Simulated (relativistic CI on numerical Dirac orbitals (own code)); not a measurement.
# V⁴⁺: 2p photoemission with charge transfer

Wanted: the shape of the 2p photoemission spectrum of V⁴⁺ in a cubic metal-ligand cluster, for 3 values of Veg.

Program: relativistic CI on numerical Dirac orbitals (own code) version 3. Level of theory: charge-transfer multiplet model of a cubic metal-ligand cluster with up to 2 ligand holes, Slater and spin-orbit integrals from Dirac-Coulomb-Breit ions, Slater integrals scaled by 0.8. These are calculated values, not measurements, unless marked.

## (1) Starting point

| Property | Result |
| --- | --- |
| ion | V⁴⁺ (V V) |
| nuclear charge | 23 |
| electrons | 19 |
| d electrons | 1 |
| ligand holes at most | 2 |
| parameters | in eV; Veg, Vt2g hoppings, tenDq and tenDqL metal and ligand splittings (negative tenDq: tetrahedral), red the scaling of hopping with a core hole |
| temperature | 20 K |
| widths | Lorentz 0.6 eV, Gauss 0.8 eV |

## (2) Veg = 2.1 eV

Settings of the run:

```ini
cluster ion=V4+ d1 ligand_holes=2 slater_scale=0.8
Delta=-0.4 Udd=5.8 Upd=6.8 tenDq=0.25 tenDqL=1 Veg=2.1 Vt2g=-0.89 red=0.8
spectrum xps 2p T=20 lorentz=0.6 gauss=0.8
```

On the command line:

```
python run_levels.py task.json out
```

The settings of every run stand in task.json; they run in order.

## (3) Veg = 1.2 eV

Settings of the run:

```ini
cluster ion=V4+ d1 ligand_holes=2 slater_scale=0.8
Delta=-0.4 Udd=5.8 Upd=6.8 tenDq=0.25 tenDqL=1 Veg=1.2 Vt2g=-0.51 red=0.8
spectrum xps 2p T=20 lorentz=0.6 gauss=0.8
```

## (4) Veg = 1.8 eV

Settings of the run:

```ini
cluster ion=V4+ d1 ligand_holes=2 slater_scale=0.8
Delta=-0.4 Udd=5.8 Upd=6.8 tenDq=0.25 tenDqL=1 Veg=1.8 Vt2g=-0.76 red=0.8
spectrum xps 2p T=20 lorentz=0.6 gauss=0.8
```

(Steps that only read results are left out.)

**Question.** What will these runs give? Wanted: d count; ground spin.

The runs gave:

| run | d count | weight without ligand hole | ground S | up to four highest peaks (% of the highest), eV from the first main peak |
| --- | --- | --- | --- | --- |
| Veg = 2.1 eV | 1.93 | 0.24 | 0.50 | 0.0 (100), 3.8 (19), 8.0 (55), 16.4 (10) |
| Veg = 1.2 eV | 1.89 | 0.23 | 0.50 | 0.0 (100), 2.8 (49), 5.2 (54), 7.9 (66) |
| Veg = 1.8 eV | 1.92 | 0.24 | 0.50 | 0.0 (100), 3.6 (25), 7.9 (64), 15.3 (15) |

| quantity | value |
| --- | --- |
| d count | 1.89 to 1.93 |
| ground spin (effective S from ⟨S²⟩) | 0.50 |

From Veg = 1.2 eV to Veg = 2.1 eV the ground-state d count goes from 1.89 to 1.93. In the first run the ligand-hole configurations outweigh d1 itself: the bond is strongly covalent. The space is cut at the given number of ligand holes while the last configuration still holds over a tenth of the ground state. The cluster parameters are drawn, not fitted to a compound.
